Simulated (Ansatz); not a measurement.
ClGaHS, SMILES [SH][Ga][Cl], a ladder of basis sets

Computed with Ansatz 0.2.0, Python API.

Interactive session:
```pycon
>>> import warnings
>>> import ansatz as az
>>> warnings.simplefilter("ignore", az.DeckWarning)
>>> geometry = (
...     az.Crystal.molecule()
...     .atom("S", [-0.3883, 0.8063, -1.1217])
...     .atom("Ga", [-0.4075, -1.3698, 0.0043])
...     .atom("Cl", [1.6185, -0.8104, 0.9643])
...     .atom("H", [-0.7671, 1.3136, 0.1329])
... )
>>> calc = geometry.calculation()
>>> calc = calc.functional("pbe0")
>>> calc = calc.spin("collinear", total=1)
>>> energies = {}
>>> for basis in ["def2-SVP", "def2-SVPD", "def2-TZVP", "def2-TZVPP"]:
...     data = calc.basis(gaussian=basis).run(threads=1, backend="cpu").report
...     size = data["n_frozen"] + data["n_occupied"][0] + data["n_virtual"][0]
...     energies[basis] = (data["reference_energy_ev"] / 27.211386246, data["free_energy_ev"] / 27.211386246)
...     print(f"{basis:14s} {size:4d} orbitals  reference {energies[basis][0]:14.6f} Ha  total {energies[basis][1]:14.6f} Ha")
...
def2-SVP         73 orbitals  reference   -2782.822240 Ha  total   -2782.822240 Ha
def2-SVPD       100 orbitals  reference   -2782.838058 Ha  total   -2782.838058 Ha
def2-TZVP       128 orbitals  reference   -2783.365010 Ha  total   -2783.365010 Ha
def2-TZVPP      146 orbitals  reference   -2783.365751 Ha  total   -2783.365751 Ha
>>> last = energies["def2-TZVPP"][1]
>>> for basis, (_, total) in energies.items():
...     print(f"{basis:14s} lies {27.211386 * (total - last):9.4f} eV above def2-TZVPP")
...
def2-SVP       lies   14.7897 eV above def2-TZVPP
def2-SVPD      lies   14.3593 eV above def2-TZVPP
def2-TZVP      lies    0.0202 eV above def2-TZVPP
def2-TZVPP     lies    0.0000 eV above def2-TZVPP
```

Against def2-SVP: def2-SVPD -15.8 mHa, def2-TZVP -542.8 mHa and def2-TZVPP -543.5 mHa. The last step alone is -0.74 mHa (these two sets differ little on atoms other than hydrogen). From the first set to the last the time grows from 5.9 to 13.3 s.

Notes:
- The drop along the ladder measures the basis error, and is no property of the molecule.
- The geometry is a force-field or estimated start, not a minimum of this method, and the last set is no limit. Much of the fall in a total is atomic energy, which cancels in bond and reaction energies.
- The species is open-shell (spin multiplicity 2).
- The whole script took 40 s on 1 thread of Arm Neoverse V1, with other jobs on the host, peak memory 0.5 GiB.
